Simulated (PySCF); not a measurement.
# C5H6BN: the cost of one run

Computed with PySCF 2.14.0, with density-fitted response routines of our own, on a single molecule in the gas phase. Atoms are numbered from 0 throughout.

## (1) The molecule as given

13 atoms, charge 0, multiplicity 1; geometry from: GFN2-xTB. The atoms were then displaced at random by about 0.01 Å, so the start is not that level's minimum.

Bonds of the start (Å): C0–C1 1.18, C1–B2 1.52, B2–C3 1.49, C3–C4 1.23, B2–N5 1.40, N5–C6 1.45, C0–H7 1.07, C4–H8 1.03, N5–H9 1.01, C6–H10 1.10, C6–H11 1.09, C6–H12 1.09.

## (2) Optimising the geometry at PBE0-D3(BJ)/def2-SVP

The job: settings as JSON, then the geometry in Å.

```
{"job": {"xc": "PBE0", "basis": "def2-SVP", "d3": "d3bj", "grid": 1, "shake": 0.01, "kind": "geom"}, "charge": 0, "multiplicity": 1}
C     -1.624020     1.561450     1.635910
C     -1.082310     0.773770     0.943570
B     -0.408850    -0.259650     0.058970
C     -1.208260    -1.258650    -0.700250
C     -1.940870    -2.050580    -1.297480
N      0.989500    -0.294680    -0.046170
C      1.960920     0.558910     0.604580
H     -2.126850     2.298630     2.226730
H     -2.548800    -2.723120    -1.784580
H      1.423320    -0.998580    -0.623610
H      1.412210     1.281210     1.230110
H      2.633690    -0.016070     1.248300
H      2.526150     1.110460    -0.142170
```

Started as:

```
$ OMP_NUM_THREADS=1 python probes_run.py task.json out
```

The driver reads the jobs from task.json and runs them one after another.

Q: Estimate the wall time and peak memory of this first job on 1 thread of Arm Neoverse V2, shared host.

About 39 s, with a peak of 0.49 GiB.
